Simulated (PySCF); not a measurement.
# C₂H₈AlN: electronic excitations at several levels of theory

Aim: compute the electronic excitations of C₂H₈AlN (`C[NH][AlH][CH3]`) at several levels, and see how far they spread and what each costs.

Programs: PySCF 2.14.0, with density-fitted response routines of our own. Each step states its level of theory. These are calculated values for one molecule in the gas phase, unless marked as measured. Atoms count from 0, in the outputs and in this text.

## 1. The molecule as given

12 atoms, charge 0, multiplicity 1; geometry from: GFN2-xTB. The atoms were then displaced at random by about 0.01 Å, so the start is not that level's minimum.

Bonds of the start (Å): C0–N1 1.48, N1–Al2 1.80, Al2–C3 1.94, C0–H4 1.09, C0–H5 1.06, C0–H6 1.10, N1–H7 1.01, Al2–H8 1.52, C3–H9 1.11, C3–H10 1.11, C3–H11 1.11.

## 2. Optimising the geometry at PBE0-D3(BJ)/def2-SVP

The job: settings as JSON, then the geometry in Å.

```
{"job": {"xc": "PBE0", "basis": "def2-SVP", "d3": "d3bj", "grid": 1, "shake": 0.01, "kind": "geom"}, "charge": 0, "multiplicity": 1}
C      2.289980    -0.090620     0.266780
N      0.845730    -0.074410     0.605800
Al    -0.593050     0.092190    -0.468670
C     -2.415120     0.042970     0.188940
H      2.795250     0.761800     0.726630
H      2.755490    -0.992900     0.559380
H      2.370280     0.039070    -0.818470
H      0.755690    -0.171540     1.607760
H     -0.245040     0.285590    -1.935770
H     -3.174230    -0.042570    -0.615420
H     -2.727940     0.932130     0.772610
H     -2.617340    -0.810000     0.866110
```

On the command line:

```bash
> OMP_NUM_THREADS=1 python probes_run.py task.json out
```

This one command runs all jobs of the session in turn.

Log:

```text
step   0  E = -377.77623498  max force = 0.046130
step   1  E = -377.78147936  max force = 0.006911
step   2  E = -377.78174601  max force = 0.003999
step   3  E = -377.78200593  max force = 0.000918
step   4  E = -377.78201597  max force = 0.000316
optimisation converged
```

It took 13 s on 1 thread of Arm Neoverse V2, shared host; peak memory 0.4 GiB.

Step by step:

| step | energy from step 0 (eV) | largest force component (eV/Å) |
| --- | --- | --- |
| 0 | 0.0000 | 2.3721 |
| 1 | -0.1427 | 0.3554 |
| 2 | -0.1500 | 0.2056 |
| 3 | -0.1570 | 0.0472 |
| 4 | -0.1573 | 0.0162 |

Distances of close pairs at the start and the end, largest changes first:

| bond | before (Å) | after (Å) | change (Å) |
| --- | --- | --- | --- |
| Al2–H8 | 1.520 | 1.592 | +0.072 |
| C0–H5 | 1.057 | 1.106 | +0.050 |
| C0–N1 | 1.484 | 1.443 | -0.040 |
| N1–Al2 | 1.803 | 1.781 | -0.022 |
| Al2–C3 | 1.938 | 1.957 | +0.019 |
| C0–H4 | 1.092 | 1.106 | +0.014 |
| C3–H9 | 1.109 | 1.101 | -0.008 |
| C0–H6 | 1.096 | 1.102 | +0.006 |

The end geometry stands in the next job.

| at the end point | value |
| --- | --- |
| point group (found at 0.08 Å tolerance) | C1 |
| rotational constants (GHz, main isotopes) | 19.806, 2.593, 2.361 |
| dipole moment (D) | 1.24 |

## 3. Excited states and response: PBE0/def2-TZVP

The job: settings as JSON, then the geometry in Å.

```
{"job": {"kind": "uv", "xc": "PBE0", "basis": "def2-TZVP"}, "charge": 0, "multiplicity": 1}
C      2.216323    -0.062902     0.301600
N      0.803300    -0.080936     0.595645
Al    -0.570940     0.083979    -0.525569
C     -2.390981     0.035791     0.191836
H      2.750277     0.766858     0.802135
H      2.728106    -0.999614     0.592248
H      2.375289     0.063363    -0.781111
H      0.627754    -0.199375     1.589396
H     -0.193342     0.270794    -2.060487
H     -3.151513    -0.057815    -0.599363
H     -2.620510     0.956653     0.755368
H     -2.532135    -0.805556     0.891000
```

With the program's defaults for keys left out, this is: TDDFT PBE0/def2-TZVP, vertical, gas phase, core orbitals frozen in the response.

Log:

```text
coarse grid: 9824 points
cycle   1  E = -377.9487507860  dE = -3.692e-03  |g| = 5.445e-01  |ddm| = 2.354e+00
cycle   2  E = -377.8755007247  dE =  7.325e-02  |g| = 7.807e-01  |ddm| = 8.808e-01
cycle   3  E = -378.0181412574  dE = -1.426e-01  |g| = 1.039e-01  |ddm| = 5.433e-01
cycle   4  E = -378.0203553518  dE = -2.214e-03  |g| = 3.540e-02  |ddm| = 7.899e-02
cycle   5  E = -378.0206480833  dE = -2.927e-04  |g| = 5.167e-03  |ddm| = 2.485e-02
cycle   6  E = -378.0206550513  dE = -6.968e-06  |g| = 1.068e-03  |ddm| = 4.910e-03
final grid: 88280 points
cycle   7  E = -378.0110802350  dE = -3.332e-05  |g| = 7.283e-03  |ddm| = 2.985e-02
cycle   8  E = -378.0110707151  dE =  9.520e-06  |g| = 9.671e-03  |ddm| = 1.044e-02
cycle   9  E = -378.0110924689  dE = -2.175e-05  |g| = 1.033e-03  |ddm| = 6.067e-03
cycle  10  E = -378.0110926865  dE = -2.176e-07  |g| = 2.452e-04  |ddm| = 6.860e-04
cycle  11  E = -378.0110926998  dE = -1.324e-08  |g| = 3.900e-05  |ddm| = 1.672e-04
cycle  12  E = -378.0110927001  dE = -3.060e-10  |g| = 1.619e-05  |ddm| = 3.173e-05
converged SCF energy = -378.0110927001

Static polarisability (au): isotropic 61.027, principal 50.618 57.167 75.295

Singlet excitations
state   eV       nm        f      main configurations
  1   5.4941    225.7   0.11686   H->L 0.98
  2   5.8895    210.5   0.02812   H->L+1 0.88, H->L+2 0.11
  3   6.1676    201.0   0.00257   H-1->L 0.99
  4   6.4960    190.9   0.00514   H->L+2 0.88, H->L+1 0.10
  5   7.2561    170.9   0.01930   H-2->L 0.85, H->L+3 0.08
  6   7.3795    168.0   0.15167   H-1->L+1 0.96
  7   7.4081    167.4   0.00802   H->L+3 0.77, H-2->L 0.12, H->L+4 0.09
  8   7.7222    160.6   0.04550   H->L+4 0.77, H->L+3 0.14
  9   7.8765    157.4   0.11260   H-1->L+2 0.95
 10   8.3789    148.0   0.08734   H-2->L+1 0.93

Triplet excitations (Tamm-Dancoff, eV): 4.4998 5.4899 5.7311 6.3948
```

Run time: 14 s. Hardware: 1 thread of Arm Neoverse V2, shared host; peak memory 0.74 GiB.

Frontier orbitals and where they lie:

| orbital | eV | atoms |
| --- | --- | --- |
| HOMO−3 | -10.21 | C0 29 %, H6 15 %, Al2 14 % |
| HOMO−2 | -8.93 | N1 25 %, Al2 23 %, H8 18 % |
| HOMO−1 | -7.91 | C3 42 %, Al2 28 %, H8 22 % |
| HOMO | -6.65 | N1 60 %, Al2 16 %, C0 12 % |
| LUMO | -0.26 | Al2 81 %, N1 7 %, C3 6 % |
| LUMO+1 | 0.57 | Al2 48 %, H7 10 %, H10 9 % |
| LUMO+2 | 1.11 | Al2 48 %, H7 8 %, H6 8 % |

With each of the 10 states as a Gaussian band of 0.4 eV half-width at 1/e, the curve within the window shown has maxima at 224 nm (ε 5,200), 164 nm (ε 9,800) L/(mol cm). Beyond the last state computed it falls off for lack of states. The curve at chosen wavelengths:

nm, ε (L/mol/cm) and a bar:
```
      143       2103 #####
      147       4141 ############
      152       6054 ##################
      156       7712 #######################
      161       9403 #############################
      165       9758 ##############################
      169       8673 ###########################
      174       5457 ################
      178       2868 ########
      183       1023 ##
      187        520 
      191        454 
      196        672 #
      200       1045 ##
      205       1797 ####
      209       2621 #######
      213       3561 ##########
      218       4632 #############
      222       5136 ###############
      227       5082 ###############
      231       4515 #############
      235       3656 ##########
      240       2490 #######
      244       1676 ####
      249        926 ##
      253        537
```

Ground-state properties from the same run:

| property | computed |
| --- | --- |
| dipole moment (D) | 1.09 |
| polarisability (Å³) | 9.04 |
| HOMO–LUMO gap (eV) | 6.39 |
| −ε(HOMO) (eV) | 6.65 |

## 4. Excited states and response: PBE0/aug-cc-pVDZ

Settings changed since step 3:

```diff
@@ -1,2 +1,2 @@
-{"job": {"kind": "uv", "xc": "PBE0", "basis": "def2-TZVP"}, "charge": 0, "multiplicity": 1}
+{"job": {"kind": "uv", "xc": "PBE0", "basis": "aug-cc-pVDZ"}, "charge": 0, "multiplicity": 1}
 C      2.216323    -0.062902     0.301600
```

With the program's defaults for keys left out, this is: TDDFT PBE0/aug-cc-pVDZ, vertical, gas phase, core orbitals frozen in the response.

Log:

```text
coarse grid: 9824 points
cycle   1  E = -377.8837530691  dE =  3.051e-02  |g| = 5.186e-01  |ddm| = 7.103e+00
cycle   2  E = -377.8108278362  dE =  7.293e-02  |g| = 7.516e-01  |ddm| = 2.125e+00
cycle   3  E = -377.9496802183  dE = -1.389e-01  |g| = 1.019e-01  |ddm| = 1.174e+00
cycle   4  E = -377.9520523154  dE = -2.372e-03  |g| = 2.857e-02  |ddm| = 2.028e-01
cycle   5  E = -377.9522610051  dE = -2.087e-04  |g| = 4.262e-03  |ddm| = 5.943e-02
cycle   6  E = -377.9522664070  dE = -5.402e-06  |g| = 1.058e-03  |ddm| = 1.057e-02
final grid: 88280 points
cycle   7  E = -377.9614989309  dE = -1.289e-05  |g| = 7.119e-03  |ddm| = 8.945e-02
cycle   8  E = -377.9614888519  dE =  1.008e-05  |g| = 9.631e-03  |ddm| = 2.865e-02
cycle   9  E = -377.9615118656  dE = -2.301e-05  |g| = 1.056e-03  |ddm| = 1.573e-02
cycle  10  E = -377.9615121198  dE = -2.543e-07  |g| = 1.383e-04  |ddm| = 1.737e-03
cycle  11  E = -377.9615121242  dE = -4.394e-09  |g| = 3.679e-05  |ddm| = 3.552e-04
cycle  12  E = -377.9615121245  dE = -3.139e-10  |g| = 1.412e-05  |ddm| = 9.886e-05
converged SCF energy = -377.9615121245

Static polarisability (au): isotropic 65.271, principal 54.097 61.503 80.213

Singlet excitations
state   eV       nm        f      main configurations
  1   5.3166    233.2   0.01865   H->L+1 0.86
  2   5.3549    231.5   0.10528   H->L 0.96
  3   5.8532    211.8   0.01146   H->L+2 0.88
  4   6.0855    203.7   0.00302   H-1->L 0.97
  5   6.2201    199.3   0.00002   H->L+3 0.85, H->L+6 0.11
  6   6.5312    189.8   0.00617   H->L+4 0.93
  7   6.6418    186.7   0.02964   H->L+5 0.74, H->L+6 0.10
  8   6.7674    183.2   0.08708   H-1->L+1 0.94
  9   6.7863    182.7   0.00435   H->L+6 0.57, H->L+5 0.13, H->L+7 0.12
 10   7.0110    176.8   0.00052   H->L+7 0.64, H->L+6 0.18, H->L+8 0.12

Triplet excitations (Tamm-Dancoff, eV): 4.4117 5.0767 5.6550 5.7776
```

It took 13 s on 1 thread of Arm Neoverse V2, shared host; peak memory 0.74 GiB.

In short: HOMO -6.66 eV, LUMO -0.44 eV; lowest singlet 5.32 eV.

## 5. Excited states and response: PBE0/def2-TZVPD

Settings changed since step 4:

```diff
@@ -1,2 +1,2 @@
-{"job": {"kind": "uv", "xc": "PBE0", "basis": "aug-cc-pVDZ"}, "charge": 0, "multiplicity": 1}
+{"job": {"kind": "uv", "xc": "PBE0", "basis": "def2-TZVPD"}, "charge": 0, "multiplicity": 1}
 C      2.216323    -0.062902     0.301600
```

With the program's defaults for keys left out, this is: TDDFT PBE0/def2-TZVPD, vertical, gas phase, core orbitals frozen in the response.

Log:

```text
coarse grid: 9824 points
cycle   1  E = -377.9502410322  dE = -4.207e-03  |g| = 5.431e-01  |ddm| = 2.843e+00
cycle   2  E = -377.8759708412  dE =  7.427e-02  |g| = 7.824e-01  |ddm| = 1.143e+00
cycle   3  E = -378.0193703088  dE = -1.434e-01  |g| = 1.042e-01  |ddm| = 6.065e-01
cycle   4  E = -378.0215856025  dE = -2.215e-03  |g| = 3.577e-02  |ddm| = 9.633e-02
cycle   5  E = -378.0218846269  dE = -2.990e-04  |g| = 5.091e-03  |ddm| = 3.240e-02
cycle   6  E = -378.0218913226  dE = -6.696e-06  |g| = 1.084e-03  |ddm| = 7.324e-03
final grid: 88280 points
cycle   7  E = -378.0123323478  dE = -3.587e-05  |g| = 7.299e-03  |ddm| = 1.643e-01
cycle   8  E = -378.0123225959  dE =  9.752e-06  |g| = 9.739e-03  |ddm| = 1.449e-02
cycle   9  E = -378.0123446407  dE = -2.204e-05  |g| = 1.056e-03  |ddm| = 7.253e-03
cycle  10  E = -378.0123448683  dE = -2.277e-07  |g| = 2.494e-04  |ddm| = 8.229e-04
cycle  11  E = -378.0123448820  dE = -1.371e-08  |g| = 4.025e-05  |ddm| = 2.792e-04
cycle  12  E = -378.0123448824  dE = -3.309e-10  |g| = 1.662e-05  |ddm| = 5.701e-05
converged SCF energy = -378.0123448824

Static polarisability (au): isotropic 64.708, principal 54.009 60.919 79.196

Singlet excitations
state   eV       nm        f      main configurations
  1   5.4299    228.3   0.10577   H->L 0.96
  2   5.4803    226.2   0.02636   H->L+1 0.88
  3   6.1054    203.1   0.01156   H->L+2 0.77, H-1->L 0.16
  4   6.1297    202.3   0.00017   H-1->L 0.84, H->L+2 0.14
  5   6.6587    186.2   0.00096   H->L+3 0.73, H->L+4 0.20
  6   6.8835    180.1   0.08383   H-1->L+1 0.95
  7   6.9021    179.6   0.01059   H->L+4 0.72, H->L+3 0.18
  8   7.1818    172.6   0.01395   H->L+5 0.92
  9   7.2604    170.8   0.04639   H-2->L 0.94
 10   7.3826    167.9   0.02899   H->L+6 0.92

Triplet excitations (Tamm-Dancoff, eV): 4.5055 5.2014 5.6815 6.0205
```

Run time: 18 s. Hardware: 1 thread of Arm Neoverse V2, shared host; peak memory 0.8 GiB.

In short: HOMO -6.68 eV, LUMO -0.33 eV; lowest singlet 5.43 eV.

## 6. Excited states and response: PBE0/6-31+G*

Settings changed since step 5:

```diff
@@ -1,2 +1,2 @@
-{"job": {"kind": "uv", "xc": "PBE0", "basis": "def2-TZVPD"}, "charge": 0, "multiplicity": 1}
+{"job": {"kind": "uv", "xc": "PBE0", "basis": "6-31+G*"}, "charge": 0, "multiplicity": 1}
 C      2.216323    -0.062902     0.301600
```

Method: TDDFT PBE0/6-31+G*, vertical, gas phase, core orbitals frozen in the response.

Log:

```text
coarse grid: 9824 points
cycle   1  E = -377.9068359915  dE =  1.320e-02  |g| = 5.184e-01  |ddm| = 2.838e+00
cycle   2  E = -377.8386531059  dE =  6.818e-02  |g| = 7.361e-01  |ddm| = 1.149e+00
cycle   3  E = -377.9728346334  dE = -1.342e-01  |g| = 9.925e-02  |ddm| = 6.707e-01
cycle   4  E = -377.9750548443  dE = -2.220e-03  |g| = 2.837e-02  |ddm| = 1.045e-01
cycle   5  E = -377.9752617876  dE = -2.069e-04  |g| = 4.027e-03  |ddm| = 2.914e-02
cycle   6  E = -377.9752664536  dE = -4.666e-06  |g| = 9.439e-04  |ddm| = 6.907e-03
final grid: 88280 points
cycle   7  E = -377.9334778423  dE = -9.367e-06  |g| = 7.263e-03  |ddm| = 2.337e-02
cycle   8  E = -377.9334671443  dE =  1.070e-05  |g| = 9.911e-03  |ddm| = 1.492e-02
cycle   9  E = -377.9334915624  dE = -2.442e-05  |g| = 1.033e-03  |ddm| = 8.461e-03
cycle  10  E = -377.9334918102  dE = -2.478e-07  |g| = 1.319e-04  |ddm| = 8.759e-04
cycle  11  E = -377.9334918140  dE = -3.858e-09  |g| = 3.660e-05  |ddm| = 1.467e-04
cycle  12  E = -377.9334918143  dE = -3.022e-10  |g| = 1.426e-05  |ddm| = 4.175e-05
converged SCF energy = -377.9334918143

Static polarisability (au): isotropic 58.162, principal 47.159 55.201 72.128

Singlet excitations
state   eV       nm        f      main configurations
  1   5.4049    229.4   0.11010   H->L 0.94
  2   5.4312    228.3   0.03389   H->L+1 0.84, H->L+2 0.09
  3   6.0423    205.2   0.00638   H->L+2 0.87, H->L+1 0.09
  4   6.1370    202.0   0.00145   H-1->L 0.98
  5   6.5589    189.0   0.00018   H->L+3 0.94
  6   6.8638    180.6   0.12169   H-1->L+1 0.97
  7   6.9921    177.3   0.02365   H->L+4 0.80, H->L+6 0.11
  8   7.2094    172.0   0.01135   H->L+5 0.92
  9   7.2493    171.0   0.03796   H-2->L 0.59, H->L+4 0.14, H->L+6 0.14
 10   7.3327    169.1   0.01202   H->L+6 0.52, H-2->L 0.32

Triplet excitations (Tamm-Dancoff, eV): 4.4410 5.1542 5.7709 5.9684
```

Wall time 5.5 s (1 thread of Arm Neoverse V2, shared host); peak memory 0.49 GiB.

Key values: HOMO -6.64 eV, LUMO -0.36 eV; lowest singlet 5.40 eV.

## 7. Run by run: electronic excitations

Excitations and ground-state properties, with basis size and wall time:

| run | lowest singlet (eV) | brightest (eV) | f | gap (eV) | α (Å³) | μ (D) | functions | time |
| --- | --- | --- | --- | --- | --- | --- | --- | --- |
| PBE0/def2-TZVP | 5.49 | 7.38 | 0.152 | 6.39 | 9.04 | 1.09 | 178 | 14 s |
| PBE0/aug-cc-pVDZ | 5.32 | 5.35 | 0.105 | 6.21 | 9.67 | 1.02 | 168 | 13 s |
| PBE0/def2-TZVPD | 5.43 | 5.43 | 0.106 | 6.35 | 9.59 | 1.01 | 226 | 18 s |
| PBE0/6-31+G* | 5.40 | 6.86 | 0.122 | 6.28 | 8.62 | 1.07 | 92 | 5.5 s |

## 8. Results

| quantity | value |
| --- | --- |
| point group | C1 |
| rotational constants (main isotopes) | 19.81, 2.59, 2.36 GHz |
| lowest singlet (PBE0/def2-TZVP) | 5.49 eV (226 nm), f = 0.117 |
| brightest single state of those computed | state 6, 7.38 eV, f = 0.152 |
| lowest triplet | 4.50 eV |
| range of the lowest singlet | 5.32 to 5.49 eV |

What this shows: Single values in the summary come from the first run of each kind that ended normally (PBE0/def2-TZVP), which need not be the best level. The optimisation took 4 steps and gained 0.157 eV; among the close pairs (by a distance rule), Al2–H8 changed most, from 1.520 to 1.592 Å. The lowest singlet, at 5.49 eV, is HOMO→LUMO 0.98 and is bright; of the 10 states computed, the strongest absorption comes from state 6 at 7.38 eV (the last state computed is bright too, and its partners may lie past the list). The lowest triplet lies 0.99 eV below the lowest singlet (triplets in Tamm-Dancoff, singlets in full TDDFT). States above −ε(HOMO) lie where TDDFT describes them poorly and they hang on the basis; the brightest is among them. The basis of PBE0/def2-TZVP has no diffuse functions, so Rydberg states are missing and the high states are unreliable. The lowest singlet runs from 5.32 eV (PBE0/aug-cc-pVDZ) to 5.49 eV (PBE0/def2-TZVP), while the orbital gap spans 6.21 to 6.39 eV. The lowest state need not be the same one in every run. The runs solved for a few states only, so the brightest column depends on that window.
